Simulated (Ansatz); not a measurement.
# Al3InSb4: the cost of one run

Method: DFT PBE, scalar-relativistic, plane waves, PAW, in Ansatz 0.2.0.

1 further run of the same task is left out (it didn't finish). Runs told in other sessions of the task aren't counted.

## 1. The starting structure

Symmetry: I-42m, No. 121, tetragonal system. Conventional cell: a = 6.322 Å, b = 6.322 Å, c = 12.634 Å, α = 90.00°, β = 90.00°, γ = 90.00°. Al (site symmetry -42m) has 4 Sb at 2.69 Å in its first shell of neighbours. Al (site symmetry -4) is surrounded by 4 Sb at 2.71 Å. Around In (site symmetry -42m) lie 4 Sb at 2.85 Å. Sb (site symmetry m) is surrounded by 3 Al at 2.69 to 2.71 Å and 1 In at 2.85 Å.

As a file:

```xyz
8
Lattice="-3.1611 3.1611 6.3168 3.1611 -3.1611 6.3168 3.1611 3.1611 -6.3168" Properties=species:S:1:pos:R:3 pbc="T T T"
Al    0.0000    0.0000    6.3168
Al    3.1611    0.0000    3.1584
Al    0.0000    3.1611    3.1584
In    0.0000    0.0000    0.0000
Sb    1.5112    1.5112    7.9516
Sb    1.6499    1.6499    1.6348
Sb    1.5112   -1.5112    4.6820
Sb   -1.5112    1.5112    4.6820
```

It is the end of an earlier relaxation with the same method, from a generated guess; it is a trial structure. At a tolerance of 0.02 Å it has space group I-42m (No. 121); it has 31.56 Å³/atom, an uncorrected energy of -0.16 eV/atom over the elements.

## 2. Bands, states and charges

Contents of input.yaml:

```yaml
crystal:
  lattice:
    - [-3.1610997, 3.1610997, 6.3167974]
    - [3.1610997, -3.1610997, 6.3167974]
    - [3.1610997, 3.1610997, -6.3167974]
  atoms:
    - { symbol: Al, position: [0.5, 0.5, 0.0] }
    - { symbol: Al, position: [0.25, 0.75, 0.5] }
    - { symbol: Al, position: [0.75, 0.25, 0.5] }
    - { symbol: In, position: [0.0, 0.0, 0.0] }
    - { symbol: Sb, position: [0.868428, 0.868428, 0.478052] }
    - { symbol: Sb, position: [0.390376, 0.390376, 0.521948] }
    - { symbol: Sb, position: [0.131572, 0.609624, 0.0] }
    - { symbol: Sb, position: [0.609624, 0.131572, 0.0] }
basis:
  ecutwfc: 420
kpoints:
  mp_grid: { grid: [6, 6, 6] }
  band_path:
    path:
      - [[0.0, 0.0, 0.0], [0.0, 0.0, 0.5], [0.25, 0.25, 0.25], [0.0, 0.5, 0.0], [0.0, 0.0, 0.0], [0.5, 0.5, -0.5], [0.31260694, 0.68739306, -0.31260694]]
      - [[-0.31260694, 0.31260694, 0.31260694], [0.0, 0.0, 0.0]]
      - [[0.0, 0.0, 0.5], [-0.12521389, 0.12521389, 0.5]]
      - [[0.5, 0.5, -0.12521389], [0.5, 0.5, -0.5]]
    npoints: 14
hamiltonian:
  xc: pbe
scf:
  occupations: { method: gaussian, width: 0.02 }
  n_extra_bands: 20
output:
  forces: true
  stress: true
  eigenvalues: true
  populations: true
  dos: { projected: true, de: 0.02, nscf_kmesh: { grid: [9, 9, 9] } }
  bader: true
```

Run with:

```sh
$ ansatz run input.yaml --threads 4 --pin off --max-ram 8192MiB --backend cpu --events-out ev --progress --plain --runs-dir out
```

What time and memory should one allow on 4 threads of Arm Neoverse V2, shared host?

About 85 s, with a peak of 1.5 GiB.
